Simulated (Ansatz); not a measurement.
**CH6ClGeNO: a ladder of functionals and wavefunction methods**

One table from this session's results is given with a row withheld; the runs are named, their logs left out.

Program: Ansatz 0.2.0, Gaussian basis. Level of theory: functionals in def2-TZVPP, the program's frozen cores in correlated methods. These are calculated values, not measurements.

Levels to be run: PBE-D4, r2SCAN-D4, PBE0-D4, B3LYP-D4, ωB97X-V, ωB97M-V, B2PLYP; CCSD(T)/def2-TZVPP; MP2/def2-QZVPP; extrapolation to the limit.

**Structure used throughout**

An earlier PBE0-D4 in a triple-zeta def2 set relaxation fixed the geometry.

SMILES `[CH3][Ge]([NH2])([OH])[Cl]`, 11 atoms, charge 0, spin multiplicity 1.

Atoms are counted from 1 here; the program's logs count them from 0.

Bond lengths: C1–Ge2 1.929 Å, C1–H6 1.091 Å, C1–H7 1.090 Å, C1–H8 1.089 Å, Ge2–N3 1.810 Å, Ge2–O4 1.767 Å, Ge2–Cl5 2.185 Å, N3–H9 1.010 Å, N3–H10 1.010 Å, O4–H11 0.960 Å. Angles: Ge2–C1–H6 110.1°, Ge2–C1–H7 109.2°, Ge2–C1–H8 109.7°, H6–C1–H7 109.4°, H6–C1–H8 108.9°, H7–C1–H8 109.6°, C1–Ge2–N3 112.0°, C1–Ge2–O4 114.2°, C1–Ge2–Cl5 107.6°, N3–Ge2–O4 104.5°, N3–Ge2–Cl5 113.7°, O4–Ge2–Cl5 104.7°, Ge2–N3–H9 114.4°, Ge2–N3–H10 115.9°, H9–N3–H10 109.7°, Ge2–O4–H11 111.7°.

The first run:

Input file in.yaml:

```yaml
crystal:
  periodic: [false, false, false]
  atoms:
    - {symbol: C, position_ang: [-1.400673, 0.205292, 0.751384]}
    - {symbol: Ge, position_ang: [0.171311, -0.042559, -0.337914]}
    - {symbol: N, position_ang: [1.694612, 0.063342, 0.634352]}
    - {symbol: O, position_ang: [0.260872, -1.618269, -1.132505]}
    - {symbol: Cl, position_ang: [0.072166, 1.399087, -1.976805]}
    - {symbol: H, position_ang: [-1.369328, 1.181341, 1.236933]}
    - {symbol: H, position_ang: [-1.436466, -0.576033, 1.511144]}
    - {symbol: H, position_ang: [-2.291610, 0.149343, 0.127003]}
    - {symbol: H, position_ang: [2.532648, -0.179836, 0.125142]}
    - {symbol: H, position_ang: [1.839043, 0.928316, 1.134948]}
    - {symbol: H, position_ang: [-0.007273, -1.566825, -2.052981]}
basis:
  gaussian: {orbitals: def2-TZVPP}
hamiltonian: {xc: pbe, dispersion: d4}
output: {forces: true, orbitals: {seedname: orbitals}}
```

On the command line:

```
ansatz run in.yaml --threads 2 --pin off --events-out ev --progress --plain --max-ram 32768MiB --backend cpu
```

Among the steps run: PBE-D4 (GGA); r2SCAN-D4 (meta-GGA); PBE0-D4 (hybrid); B3LYP-D4 (hybrid); ωB97X-V (range-separated); ωB97M-V (range-separated); B2PLYP (double hybrid); CCSD(T) in def2-TZVPP; MP2 in def2-QZVPP.

One table of the session follows, with a row left open; its other results are not shown here.

It belongs to the step «Atomisation energies». 

| method | atomisation energy (eV) |
| --- | --- |
| PBE-D4 | 40.844 |
| r2SCAN-D4 | 40.228 |
| PBE0-D4 | ? |
| B3LYP-D4 | 40.017 |
| ωB97X-V | 40.386 |
| ωB97M-V | 40.262 |
| B2PLYP | 39.711 |
| HF/def2-TZVPP | 28.206 |
| MP2/def2-TZVPP | 40.018 |
| CCSD/def2-TZVPP | 38.649 |
| CCSD(T)/def2-TZVPP | 39.304 |
| MP2/CBS | 41.105 |
| CCSD(T)/CBS | 40.390 |

Q: Estimate the row for PBE0-D4 from the others.

The run gave: atomisation energy (eV): 40.065. In the column «atomisation energy (eV)» it lies between MP2/def2-TZVPP (40.018) and r2SCAN-D4 (40.228).
